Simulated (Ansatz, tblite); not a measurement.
# (ClAlNH)4 cubane (Al₄Cl₄H₄N₄): a ladder of methods and basis sets

Aim: run the singlet of (ClAlNH)4 cubane (Al₄Cl₄H₄N₄) at one geometry on many levels, and compare frontier levels, spin and run time.

Method: as each input shows; program: Ansatz 0.2.0, Gaussian basis.

Levels to be run: GFN1-xTB, GFN2-xTB, PBE-D4/def2-TZVP, r2SCAN-D4/def2-TZVP, B97M-V/def2-TZVP, HF/def2-TZVP, PBE-D4/def2-SVP, PBE0-D4/def2-SVP, HF/STO-3G, MP2/def2-SVP.

4 further runs of the same task are left out: 3 that didn't finish, 1 set aside as unsound or not needed. Runs told in other sessions of the task aren't counted.

## Step 1: The structure

The singlet was relaxed beforehand with PBE-D4/def2-SVP.

16 atoms, charge 0, spin multiplicity 1.

Bond lengths: Al1–Cl2 2.113 Å, Al1–N3 1.936 Å, Al1–N6 1.936 Å, Al1–N9 1.936 Å, N3–Al4 1.936 Å, N3–Al10 1.936 Å, N3–H13 1.025 Å, Al4–Cl5 2.113 Å, Al4–N6 1.936 Å, Al4–N12 1.936 Å, N6–Al7 1.936 Å, N6–H14 1.025 Å, Al7–Cl8 2.113 Å, Al7–N9 1.936 Å, Al7–N12 1.936 Å, N9–Al10 1.937 Å, N9–H15 1.025 Å, Al10–Cl11 2.113 Å and more. Angles: Cl2–Al1–N3 125.3°, Cl2–Al1–N6 125.3°, Cl2–Al1–N9 125.3°, N3–Al1–N6 89.9°, N3–Al1–N9 89.9°, N6–Al1–N9 89.9°, Al1–N3–Al4 90.1°, Al1–N3–Al10 90.1°, Al1–N3–H13 125.2°, Al4–N3–Al10 90.1°, Al4–N3–H13 125.2°, Al10–N3–H13 125.2°, N3–Al4–Cl5 125.3°, N3–Al4–N6 89.9°, N3–Al4–N12 89.9°, Cl5–Al4–N6 125.3°, Cl5–Al4–N12 125.3°, N6–Al4–N12 89.9° and more.

PBE0-D4/def2-TZVP was run before; its log isn't repeated, and its numbers join the tables.

## Step 2: GFN1-xTB

Tight binding, by tblite at 300 K electronic temperature and without a spin-polarisation term:

```python
tblite.interface.Calculator('GFN1-xTB', numbers, positions, charge=0, uhf=0).singlepoint()
```

Energy -1022.5507 eV, HOMO -10.42 eV, LUMO -7.10 eV; 0.026 s.

## Step 3: GFN2-xTB

Tight binding, by tblite at 300 K electronic temperature and without a spin-polarisation term:

```python
tblite.interface.Calculator('GFN2-xTB', numbers, positions, charge=0, uhf=0).singlepoint()
```

Energy -1001.1109 eV, HOMO -11.56 eV, LUMO -7.23 eV; 0.028 s.

## Step 4: PBE-D4/def2-TZVP

start.molden holds the orbitals of an earlier run on this state, given as this run's starting guess.

in.yaml

```yaml
crystal:
  periodic: [false, false, false]
  atoms:
    - {symbol: Al, position_ang: [-1.333484, 0.912458, 0.451890]}
    - {symbol: Cl, position_ang: [-3.013050, 2.061583, 1.020444]}
    - {symbol: N, position_ang: [-0.143177, 1.322753, -1.019248]}
    - {symbol: Al, position_ang: [-0.194324, -0.529894, -1.579975]}
    - {symbol: Cl, position_ang: [-0.438648, -1.197435, -3.569785]}
    - {symbol: N, position_ang: [-1.383017, -0.940688, -0.107730]}
    - {symbol: Al, position_ang: [0.143330, -1.324108, 1.020388]}
    - {symbol: Cl, position_ang: [0.324075, -2.991836, 2.305190]}
    - {symbol: N, position_ang: [0.193957, 0.529306, 1.578432]}
    - {symbol: Al, position_ang: [1.384507, 0.941563, 0.107765]}
    - {symbol: Cl, position_ang: [3.127674, 2.127944, 0.243927]}
    - {symbol: N, position_ang: [1.332266, -0.911368, -0.451288]}
    - {symbol: H, position_ang: [-0.230835, 2.131647, -1.642396]}
    - {symbol: H, position_ang: [-2.228748, -1.515756, -0.173629]}
    - {symbol: H, position_ang: [0.312953, 0.852874, 2.543549]}
    - {symbol: H, position_ang: [2.146521, -1.469033, -0.727524]}
basis:
  gaussian: {orbitals: def2-TZVP, initial_orbitals: start.molden}
hamiltonian: {xc: pbe, dispersion: d4}
scf: {omitted_lower_state_checks: [starts]}
output: {orbitals: {seedname: orbitals}}
```

Run with:

```
$ ansatz run in.yaml --threads 4 --pin off --events-out ev --progress --plain --max-ram 6963MiB
```

After this run come: r2SCAN-D4/def2-TZVP; B97M-V/def2-TZVP; HF/def2-TZVP; PBE-D4/def2-SVP; PBE0-D4/def2-SVP; HF/STO-3G; MP2/def2-SVP.

Q: Predict the results of all the runs planned. Wanted: gap in def2-TZVP, named functionals and Hartree-Fock, smallest and largest; correlation energy, MP2/def2-SVP; binding an atom, functionals in def2-TZVP; PBE0 total energy, smallest basis above largest.

**Answer**, as computed:

| quantity | value |
| --- | --- |
| gap in def2-TZVP, named functionals and Hartree-Fock, smallest and largest | 5.13 eV (PBE-D4), 13.59 eV (HF) |
| correlation energy, MP2/def2-SVP | -38.76 eV |
| binding an atom, functionals in def2-TZVP | 4.11 (PBE0-D4) to 4.17 eV (PBE-D4) |
| PBE0 total energy, smallest basis above largest | 33.12 eV (def2-SVP, def2-TZVP) |

What this shows: Over the named functionals and Hartree-Fock in def2-TZVP the gap runs from 5.13 eV (PBE-D4) to 13.59 eV (HF); exact exchange widens it.
